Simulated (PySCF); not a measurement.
# BH9NPSi2: the cost of one run

Computed with PySCF 2.14.0, with density-fitted response routines of our own, on a single molecule in the gas phase. Atoms are numbered from 0 throughout.

### Step 1. Starting geometry

14 atoms, charge 0, multiplicity 1; geometry from: GFN2-xTB. The atoms were then displaced at random by about 0.01 Å, so the start is not that level's minimum.

Bonds of the start (Å): Si0–N1 1.75, N1–Si2 1.77, N1–B3 1.44, B3–P4 1.87, Si0–H5 1.48, Si0–H6 1.48, Si0–H7 1.43, Si2–H8 1.45, Si2–H9 1.49, Si2–H10 1.45, B3–H11 1.17, P4–H12 1.36, P4–H13 1.38.

### Step 2. Relaxing the molecule at PBE0-D3(BJ)/def2-SVP

What the job is given:

```
{"job": {"xc": "PBE0", "basis": "def2-SVP", "d3": "d3bj", "grid": 1, "shake": 0.01, "kind": "geom"}, "charge": 0, "multiplicity": 1}
Si    -1.584020    -1.278570    -0.140250
N     -0.283270    -0.220490     0.367330
Si    -0.656790     1.489430     0.608560
B      1.053950    -0.721100     0.522270
P      2.504790     0.364370     0.970170
H     -2.676230    -1.117560     0.845280
H     -2.025830    -0.778930    -1.461780
H     -1.100970    -2.619890    -0.219460
H     -2.070430     1.577000     0.919950
H      0.157150     1.963910     1.756690
H     -0.326980     2.201300    -0.616450
H      1.211570    -1.879900     0.452820
H      3.439940    -0.324180     0.269570
H      2.349970     1.329530    -0.002430
```

The run is started by

```console
OMP_NUM_THREADS=1 python probes_run.py task.json out
```

This one command runs all jobs of the session in turn.

**Question.** How long does this first job take on 1 thread of Arm Neoverse V1, shared host, and how much memory does it need?

About 66 s, with a peak of 0.5 GiB.
